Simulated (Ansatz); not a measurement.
# C₄H₈BF: up Jacob's ladder to CCSD(T)

The task here is to estimate one member of a computed series from the others.

The runs use Ansatz 0.2.0, Gaussian basis; functionals in def2-TZVPP, the program's frozen cores in correlated methods.

Plan: PBE-D4, r2SCAN-D4, PBE0-D4, B3LYP-D4, ωB97X-V, ωB97M-V, B2PLYP; CCSD(T)/def2-TZVPP; MP2/def2-QZVPP; extrapolation to the limit.

### The relaxed structure

The geometry comes from an earlier relaxation with PBE0-D4 in a triple-zeta def2 set; it is a stationary point, not always the lowest conformer.

14 atoms, charge 0, spin multiplicity 1.

Atoms are counted from 1 here; the program's logs count them from 0.

Bond lengths: B1–C2 1.566 Å, B1–H7 1.197 Å, B1–H8 1.193 Å, C2–C3 1.501 Å, C2–H9 1.087 Å, C2–H10 1.087 Å, C3–C4 1.496 Å, C3–C5 1.339 Å, C4–H11 1.092 Å, C4–H12 1.094 Å, C4–H13 1.092 Å, C5–F6 1.331 Å, C5–H14 1.084 Å. Angles: C2–B1–H7 120.1°, C2–B1–H8 119.7°, H7–B1–H8 120.2°, B1–C2–C3 82.5°, B1–C2–H9 116.0°, B1–C2–H10 118.2°, C3–C2–H9 113.4°, C3–C2–H10 110.9°, H9–C2–H10 112.3°, C2–C3–C4 119.1°, C2–C3–C5 121.3°, C4–C3–C5 119.4°, C3–C4–H11 110.7°, C3–C4–H12 109.7°, C3–C4–H13 112.1°, H11–C4–H12 107.6°, H11–C4–H13 108.4°, H12–C4–H13 108.3° and more.

Set-up of the first run:

in.yaml

```yaml
crystal:
  periodic: [false, false, false]
  atoms:
    - {symbol: B, position_ang: [-1.410470, -0.611663, 0.512486]}
    - {symbol: C, position_ang: [-0.355841, -1.200947, -0.483320]}
    - {symbol: C, position_ang: [0.292523, 0.137137, -0.279007]}
    - {symbol: C, position_ang: [1.439948, 0.251527, 0.673669]}
    - {symbol: C, position_ang: [-0.200329, 1.243809, -0.849403]}
    - {symbol: F, position_ang: [-1.150566, 1.214462, -1.780804]}
    - {symbol: H, position_ang: [-1.192794, -0.618009, 1.689323]}
    - {symbol: H, position_ang: [-2.419472, -0.133905, 0.091358]}
    - {symbol: H, position_ang: [-0.699879, -1.363816, -1.501636]}
    - {symbol: H, position_ang: [0.290076, -2.002887, -0.133652]}
    - {symbol: H, position_ang: [1.222717, -0.275765, 1.604547]}
    - {symbol: H, position_ang: [2.331190, -0.206795, 0.234729]}
    - {symbol: H, position_ang: [1.672645, 1.290902, 0.913093]}
    - {symbol: H, position_ang: [0.167352, 2.246752, -0.662581]}
basis:
  gaussian: {orbitals: def2-TZVPP}
hamiltonian: {xc: pbe, dispersion: d4}
output: {forces: true, orbitals: {seedname: orbitals}}
```

The run is started by

```bash
$ ansatz run in.yaml --threads 4 --pin off --events-out ev --progress --plain --max-ram 10444MiB
```

Among the steps run: PBE-D4 (GGA); r2SCAN-D4 (meta-GGA); PBE0-D4 (hybrid); B3LYP-D4 (hybrid); ωB97X-V (range-separated); ωB97M-V (range-separated); B2PLYP (double hybrid); CCSD(T) in def2-TZVPP; MP2 in def2-QZVPP.

One table of the session follows, with a row left open; its other results are not shown here.

```
            method  atomisation energy (kJ/mol)
            PBE-D4                       5747.6
         r2SCAN-D4                       5636.2
           PBE0-D4                       5654.9
          B3LYP-D4                       5608.7
           ωB97X-V                       5604.3
           ωB97M-V                            ?
            B2PLYP                       5552.5
     HF/def2-TZVPP                       4195.9
    MP2/def2-TZVPP                       5564.8
   CCSD/def2-TZVPP                       5382.5
CCSD(T)/def2-TZVPP                       5463.9
           MP2/CBS                       5683.4
       CCSD(T)/CBS                       5582.5
```

Estimate the missing values for ωB97M-V.

**Answer.** atomisation energy (kJ/mol): 5620.7. In the column «atomisation energy (kJ/mol)» it lies between B3LYP-D4 (5608.7) and r2SCAN-D4 (5636.2).
